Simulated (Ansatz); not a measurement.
# AlFGeH6Si: one species, many methods

The task here is to estimate one member of a computed series from the others.

Method: functionals in def2-TZVPP, the program's frozen cores in correlated methods; program: Ansatz 0.2.0, Gaussian basis.

Levels to be run: LDA (SPW92), PBE-D4, revPBE-D4, BLYP-D4, r2SCAN-D4, B97M-V, PBE0-D4, B3LYP-D4, r2SCANh-D4, r2SCAN0-D4, HSE06-D4, BHLYP-D4, CAM-B3LYP-D4, LC-ωPBE, ωB97X-V, ωB97M-V, B2PLYP, PBE-QIDH; CCSD(T)/def2-SVP; CCSD(T)/def2-TZVPP; MP2/def2-QZVPP; extrapolation to the limit; RPA on PBE.

## Structure used throughout

An earlier PBE0-D4 in a triple-zeta def2 set relaxation fixed the geometry.

SMILES `F[SiH]([AlH2])[GeH3]`, 10 atoms, charge 0, spin multiplicity 1.

Atoms are counted from 1 here; the program's logs count them from 0.

Bond lengths: F1–Si2 1.618 Å, Si2–Al3 2.461 Å, Si2–Ge4 2.392 Å, Si2–H5 1.495 Å, Al3–H6 1.586 Å, Al3–H7 1.589 Å, Ge4–H8 1.539 Å, Ge4–H9 1.540 Å, Ge4–H10 1.538 Å. Angles: F1–Si2–Al3 111.9°, F1–Si2–Ge4 108.3°, F1–Si2–H5 106.7°, Al3–Si2–Ge4 112.3°, Al3–Si2–H5 111.2°, Ge4–Si2–H5 106.1°, Si2–Al3–H6 122.1°, Si2–Al3–H7 117.5°, H6–Al3–H7 120.3°, Si2–Ge4–H8 111.2°, Si2–Ge4–H9 108.6°, Si2–Ge4–H10 111.9°, H8–Ge4–H9 107.9°, H8–Ge4–H10 108.4°, H9–Ge4–H10 108.7°.

The first run:

Contents of in.yaml:

```yaml
crystal:
  periodic: [false, false, false]
  atoms:
    - {symbol: F, position_ang: [-2.062964, -0.823107, 0.685713]}
    - {symbol: Si, position_ang: [-0.618486, -0.095728, 0.731489]}
    - {symbol: Al, position_ang: [-0.689014, 2.152729, -0.267518]}
    - {symbol: Ge, position_ang: [0.973715, -1.518714, -0.345750]}
    - {symbol: H, position_ang: [-0.214777, -0.035155, 2.169444]}
    - {symbol: H, position_ang: [-1.990521, 2.719718, -0.975275]}
    - {symbol: H, position_ang: [0.641974, 3.018787, -0.222538]}
    - {symbol: H, position_ang: [0.687121, -1.634668, -1.853540]}
    - {symbol: H, position_ang: [2.374848, -0.902342, -0.177297]}
    - {symbol: H, position_ang: [0.981103, -2.932720, 0.258272]}
basis:
  gaussian: {orbitals: def2-TZVPP}
hamiltonian: {xc: lda}
output: {orbitals: {seedname: orbitals}}
```

Started as:

```sh
$ ansatz run in.yaml --threads 4 --pin off --events-out ev --progress --plain --max-ram 10444MiB
```

Among the steps run: LDA; PBE-D4 (GGA); revPBE-D4 (GGA); BLYP-D4 (GGA); r2SCAN-D4 (meta-GGA); B97M-V (meta-GGA); PBE0-D4 (hybrid); B3LYP-D4 (hybrid); r2SCANh-D4 (hybrid); r2SCAN0-D4 (hybrid); HSE06-D4 (hybrid); BHLYP-D4 (hybrid); CAM-B3LYP-D4 (range-separated); LC-ωPBE (range-separated); ωB97X-V (range-separated); ωB97M-V (range-separated); B2PLYP (double hybrid); PBE-QIDH (double hybrid).

One table of the session follows, with a row left open; its other results are not shown here.

It belongs to the step «Orbital energies across the functionals». 

```
  functional  HOMO (eV)  LUMO (eV)  gap (eV)
 LDA (SPW92)      -6.40      -3.28      3.11
      PBE-D4      -6.30      -3.06      3.24
   revPBE-D4      -6.26      -2.96      3.31
     BLYP-D4      -6.17      -2.93      3.24
   r2SCAN-D4      -6.55      -2.83      3.72
      B97M-V          ?          ?         ?
     PBE0-D4      -7.36      -2.33      5.04
    B3LYP-D4      -7.18      -2.51      4.66
  r2SCANh-D4      -6.94      -2.58      4.36
  r2SCAN0-D4      -7.52      -2.20      5.32
    HSE06-D4      -6.97      -2.69      4.28
    BHLYP-D4      -8.32      -1.55      6.77
CAM-B3LYP-D4      -8.58      -1.38      7.20
     LC-ωPBE      -9.83      -0.32      9.51
     ωB97X-V      -9.53      -0.43      9.09
     ωB97M-V      -9.29      -0.70      8.58
```

Estimate the missing values for B97M-V.

The run gave: HOMO (eV): -6.64; LUMO (eV): -3.05; gap (eV): 3.59. In the column «HOMO (eV)» it lies between r2SCANh-D4 (-6.94) and r2SCAN-D4 (-6.55).
